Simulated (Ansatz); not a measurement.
Run this with the Ansatz DFT code, driven from Python and show what comes out.

`scan.py`:
```python
"""Stretching a bond of C2H7As(+), the rest held rigid."""

import logging
import sys

import ansatz as az
import numpy as np

logging.basicConfig(stream=sys.stdout, format="[%(levelname)s] %(message)s")
log = logging.getLogger("calc")
log.setLevel(logging.INFO)


def main() -> None:
    geometry_ang = [
        ("C", [-1.4364, -0.1655, 0.0907]),
        ("As", [0.009, 1.0712, 0.6092]),
        ("C", [1.4324, -0.1934, 0.0973]),
        ("H", [-1.2688, -0.5388, -0.9407]),
        ("H", [-2.4071, 0.3698, 0.1301]),
        ("H", [-1.4614, -1.0221, 0.7954]),
        ("H", [0.019, 1.7694, -0.7903]),
        ("H", [1.2624, -0.5633, -0.9349]),
        ("H", [2.4132, 0.323, 0.1412]),
        ("H", [1.4377, -1.0502, 0.8021]),
    ]
    mol = az.Crystal.molecule()
    for symbol, xyz in geometry_ang:
        mol = mol.atom(symbol, xyz)

    symbols = [site.symbol for site in mol.cartesian_sites]
    start = np.array([site.position_ang for site in mol.cartesian_sites])
    axis = (start[0] - start[1]) / np.linalg.norm(start[0] - start[1])
    moving = [0, 3, 4, 5]
    lengths, energies = [1.68, 1.81, 1.97, 2.17, 2.46, 2.96, 3.55, 4.34], []
    for length in lengths:
        xyz = start.copy()
        xyz[moving] += (length - np.linalg.norm(start[0] - start[1])) * axis
        point = az.Crystal.molecule()
        for symbol, place in zip(symbols, xyz):
            point = point.atom(symbol, place.tolist())
        base = (
            point.calculation()
            .basis(gaussian="def2-SVP")
            .functional("b3lyp")
            .charge(1)
            .spin("collinear", total=1)
        )
        report = base.run().report
        energies.append(report["free_energy_ev"])
        log.info(f"r = {length:6.3f} A  E = {energies[-1]:.5f} eV  <S^2> = {abs(report['mean_field']['state']['spin_squared']):.3f}")

    print("energy above the lowest point (eV):", [round(e - min(energies), 3) for e in energies])


if __name__ == "__main__":
    main()
```

```console
$ python scan.py
[INFO] r =  1.680 A  E = -63011.40417 eV  <S^2> = 0.752
[INFO] r =  1.810 A  E = -63012.17991 eV  <S^2> = 0.752
[INFO] r =  1.970 A  E = -63012.43490 eV  <S^2> = 0.752
[INFO] r =  2.170 A  E = -63012.25669 eV  <S^2> = 0.753
[INFO] r =  2.460 A  E = -63011.74759 eV  <S^2> = 0.765
[INFO] r =  2.960 A  E = -63011.10487 eV  <S^2> = 0.775
[INFO] r =  3.550 A  E = -63010.69046 eV  <S^2> = 0.760
[INFO] r =  4.340 A  E = -63010.41213 eV  <S^2> = 0.754
energy above the lowest point (eV): [1.031, 0.255, 0.0, 0.178, 0.687, 1.33, 1.744, 2.023]
```

Caveats:
- Total energies depend on the basis set; only differences at equal settings carry meaning.
- The rest of the molecule is held rigid at a force-field or estimated start geometry, and the basis set is modest; single-reference methods fail as a bond breaks.
- The species is open-shell (spin multiplicity 2).
- b3lyp holds the VWN-RPA fit, as in Gaussian; the form of ORCA and Turbomole is b3lyp5.
- For an odd-electron ion, approximate functionals spread the charge over both fragments and lower the stretched end too much.
- Wall time of the script: 34 s on 1 thread of Intel(R) Xeon(R) Processor @ 2.30GHz (shared host), peak memory 0.37 GiB.
